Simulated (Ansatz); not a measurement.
# BaAu3 (AuCu3 type): a single-point run

Wanted: a converged single-point run for BaAu3 (AuCu3 type), and a check of what comes out. The structure is shown as the input types it.

Computed with Ansatz 0.2.0 (Kohn-Sham DFT, with the functional, basis and potentials that each input names (as first typed), unless a step's input says otherwise).

2 further runs of the same task are left out: 2 that didn't finish. Runs told in other sessions of the task aren't counted.

## (1) The structure to begin with

Symmetry: Pm-3m, No. 221, cubic system. Conventional cell: a = 4.657 Å, b = 4.657 Å, c = 4.657 Å, α = 90.00°, β = 90.00°, γ = 90.00°. Ba (site symmetry m-3m) is surrounded by 12 Au at 3.29 Å. Au (site symmetry 4/mmm) is surrounded by 4 Ba at 3.29 Å and 8 Au at 3.29 Å.

As a file:

```
CELL_PARAMETERS angstrom
4.65667 0.00000 0.00000
0.00000 4.65667 0.00000
0.00000 0.00000 4.65667
ATOMIC_POSITIONS crystal
Ba 0.00000 0.00000 0.00000
Au 0.00000 0.50000 0.50000
Au 0.50000 0.50000 0.00000
Au 0.50000 0.00000 0.50000
```

## (2) Input and run

File input.yaml:

```yaml
crystal:
  lattice:
    - [4.6566650904, 0.0, 0.0]
    - [0.0, 4.6566650904, 0.0]
    - [0.0, 0.0, 4.6566650904]
  atoms:
    - { symbol: Ba, position: [0.0, 0.0, 0.0] }
    - { symbol: Au, position: [0.0, 0.5, 0.5] }
    - { symbol: Au, position: [0.5, 0.5, 0.0] }
    - { symbol: Au, position: [0.5, 0.0, 0.5] }
basis:
  ecutwfc: 420
  ecutrho_ratio: 4
kpoints:
  mp_grid: { grid: [8, 8, 8] }
hamiltonian:
  xc: pbe
  hubbard: { sites: [{ species: Au, l: d, u_eff: 20.0 }] }
scf:
  occupations: { method: gaussian, width: 0.05 }
  max_iter: 75
output:
  forces: true
  stress: true
```

Run with:

```console
$ ansatz run input.yaml --threads 2 --pin off --max-ram 2662MiB --backend cpu --events-out ev --progress --plain --runs-dir out
```

**Question.** How will this run end, and is anything wrong with its input?

This run ends as converged, with warnings (filled band counts differ across k points). Convergence says nothing about whether the input makes sense.

In the input, hamiltonian.hubbard.sites is [{species: Au, l: d, u_eff: 20.0}]. The U is far outside the few eV that correlated shells need; it reshapes the shell's occupations.

Run again and compare: delete hamiltonian.hubbard.sites.
